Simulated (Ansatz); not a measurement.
# AsPb: the cost of one run

Method: DFT PBE, scalar-relativistic, plane waves, PAW, in Ansatz 0.2.0.

### 1 The starting structure

Symmetry: P6/mmm, No. 191, hexagonal system. The conventional cell has a = 3.828 Å, b = 3.828 Å, c = 4.816 Å, α = 90.00°, β = 90.00°, γ = 120.00°. As (site symmetry 6/mmm) is surrounded by 2 Pb at 2.41 Å. Around Pb (site symmetry 6/mmm) lie 2 As at 2.41 Å.

Coordinates:

```
As Pb
1.0
     3.82822    0.00000    0.00000
    -1.91411    3.31534    0.00000
     0.00000    0.00000    4.81640
As Pb
1 1
Direct
  0.00000 0.00000 0.00000
  0.00000 0.00000 0.50000
```

A structure generator made this guess: random cell by space group and Wyckoff sites (P6/mmm, No. 191). Its size is a rough estimate.

### 2 The guess as it stands, on a coarse mesh

The input, input.yaml:

```yaml
crystal:
  lattice:
    - [3.82822455, 0.0, 0.0]
    - [-1.91411228, 3.31533971, 0.0]
    - [0.0, 0.0, 4.81640125]
  atoms:
    - { symbol: As, position: [0.0, 0.0, 0.0] }
    - { symbol: Pb, position: [0.0, 0.0, 0.5] }
basis:
  ecutwfc: 420
kpoints:
  mp_grid: { grid: [6, 6, 4] }
hamiltonian:
  xc: pbe
scf:
  occupations: { method: gaussian, width: 0.1 }
  lower_state_search: "off"
output:
  forces: true
  stress: true
  eigenvalues: true
```

The run is started by

```console
> ansatz run input.yaml --threads 1 --pin off --max-ram 2560MiB --backend cpu --events-out ev --progress --plain --runs-dir out
```

What time and memory should one allow on 1 thread of Arm Neoverse V1, shared host?

About 2.9 s, with a peak of 0.31 GiB.
